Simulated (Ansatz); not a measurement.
# CsH: the cost of one run

Method: DFT r²SCAN, frozen-core PAW, scalar-relativistic unless said, in Ansatz 0.2.0.

1 further run of the same task is left out (it didn't finish).

## (1) Starting point

It takes space group Fm-3m (No. 225, cubic). The conventional cell has a = 6.376 Å, b = 6.376 Å, c = 6.376 Å, α = 90.00°, β = 90.00°, γ = 90.00°. Cs (site symmetry m-3m) has 6 H at 3.19 Å as nearest neighbours. H (site symmetry m-3m) has 6 Cs at 3.19 Å as nearest neighbours.

Coordinates:

```xyz
2
Lattice="3.1880 3.1880 0.0000 -3.1880 3.1880 0.0000 0.0000 3.1880 3.1880" Properties=species:S:1:pos:R:3 pbc="T T T"
Cs    0.0000    0.0000    0.0000
H     0.0000    3.1880    0.0000
```

Cartesian axes are those of the input's lattice vectors. The structure goes back to a database entry.

## (2) Cell and atoms relaxed, PAW

input.yaml reads:

```yaml
crystal:
  lattice:
    - [3.188, 3.188, 0.0]
    - [-3.188, 3.188, 0.0]
    - [0.0, 3.188, 3.188]
  atoms:
    - { symbol: Cs, position: [0.0, 0.0, 0.0] }
    - { symbol: H, position: [0.5, 0.5, 0.0] }
kpoints:
  mp_grid: { grid: [10, 10, 10] }
scf:
  occupations: { method: fermi_dirac, width: 0.08 }
hamiltonian:
  xc: r2scan
  pseudopotentials: { kind: paw }
relax:
  f_tol: 0.002
  max_steps: 80
  cell: {}
output:
  forces: true
  stress: true
  write_density: true
  write_potential: true
  elf: true
  volumetric_format: npy
```

Run with:

```bash
$ ansatz run input.yaml --threads 1 --pin off --max-ram 3072MiB --backend cpu --events-out ev --progress --plain --runs-dir out
```

**Question.** How long does this run take on 1 thread of Arm Neoverse V1, shared host, and how much memory does it need?

About 12 s, with a peak of 0.55 GiB.
